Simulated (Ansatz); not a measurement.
# Calcium, simple cubic under r²SCAN: ground state and equation of state

What does r²SCAN give for calcium in the simple cubic structure? We relax it, solve it on a dense k-mesh, switch on spin-orbit coupling, then scale the cell to 7 volumes from 88 to 112 % of the relaxed one and try a fit of the equation of state. The k-meshes are 9×9×9 for the relaxation; 15×15×15 for the dense run; 9×9×9 for spin-orbit coupling; 10×10×10 for the volumes.

This is Ca in the simple cubic structure; at room conditions it is fcc.

Program: Ansatz 0.2.0. Level of theory: DFT r2SCAN, plane waves (500 eV) with PAW, scalar-relativistic; the PAW data stem from PBE, with regenerated cores. These are calculated values, not measurements.

## 1. The system as given

It takes space group Pm-3m (No. 221, cubic). Conventional cell: a = 3.612 Å, b = 3.612 Å, c = 3.612 Å, α = 90.00°, β = 90.00°, γ = 90.00°. Ca (site symmetry m-3m) is surrounded by 6 Ca at 3.61 Å.

Structure file:

```cif
data_structure
_symmetry_space_group_name_H-M 'Pm-3m'
_symmetry_Int_Tables_number 221
_cell_length_a 3.6120
_cell_length_b 3.6120
_cell_length_c 3.6120
_cell_angle_alpha 90.000
_cell_angle_beta 90.000
_cell_angle_gamma 90.000
_cell_volume 47.12
loop_
_atom_site_label
_atom_site_type_symbol
_atom_site_symmetry_multiplicity
_atom_site_Wyckoff_symbol
_atom_site_fract_x
_atom_site_fract_y
_atom_site_fract_z
_atom_site_occupancy
Ca1 Ca 1 a 0.00000 0.00000 0.00000 1
```

## 2. Relaxation of the cell

File input.yaml:

```yaml
crystal:
  lattice:
    - [3.6119528465, 0.0, 0.0]
    - [0.0, 3.6119528465, 0.0]
    - [0.0, 0.0, 3.6119528465]
  atoms:
    - { symbol: Ca, position: [0.0, 0.0, 0.0] }
hamiltonian:
  xc: r2scan
  pseudopotentials:
    kind: paw
    azcp:
      Ca: "pseudopotentials/Ca.paw.azcp"
basis:
  ecutwfc: 500
  fft_grid_basis: typed
kpoints:
  mp_grid: { grid: [9, 9, 9], shift: [0, 0, 0] }
magnetization:
  spin_polarized: false
scf:
  occupations: { method: fermi_dirac, width: 0.1 }
relax:
  max_steps: 60
  f_tol: 0.01
  cell: {}
output:
  write_density: true
  write_potential: true
  elf: true
  volumetric_format: npy
```

On the command line:

```sh
$ ansatz run input.yaml --threads 1 --pin off --max-ram 3584MiB --backend cpu --events-out ev --progress --plain --runs-dir out
```

The runs that follow: Dense single point; A two-component run at the same geometry; The cell scaled to 88 % of its volume; The cell scaled to 92 % of its volume; The cell scaled to 96 % of its volume; The cell scaled to 100 % of its volume; The cell scaled to 104 % of its volume; The cell scaled to 108 % of its volume; The cell scaled to 112 % of its volume.

Q: Predict the outcome of this session. Wanted: space group; conventional cell; volume; shortest distance; gap on the mesh; relative to fcc; highest ELF outside the cores; V₀, B₀, B₀′.

The runs gave:

```
                      quantity                               value
space group (spins left aside)                     Pm-3m (No. 221)
             conventional cell                         a = 3.507 Å
                        volume                      43.116 Å³/atom
             shortest distance                             3.507 Å
               gap on the mesh        none (levels filled in part)
               relative to fcc                       +402 meV/atom
 highest ELF outside the cores  0.68, 3.04 Å from the nearest atom
                   V₀, B₀, B₀′       42.178 Å³/atom, 12.1 GPa, 4.6
```

**Reading.** From the guessed start the volume shrank by 8.5 % in 5 steps. It lies 402 meV/atom above the element's reference form at the same level (fcc, from a run of its own), so it is far from stable. Levels at the Fermi energy are filled in part, as in a metal. The total energy of the spin-orbit run lies +0.59 eV/atom from the scalar one, but the two kinds of run don't share a zero of energy: only differences within one kind count. The fitted modulus is 12.1 GPa, a soft solid. Relaxation kept the symmetry; phonons were not checked.
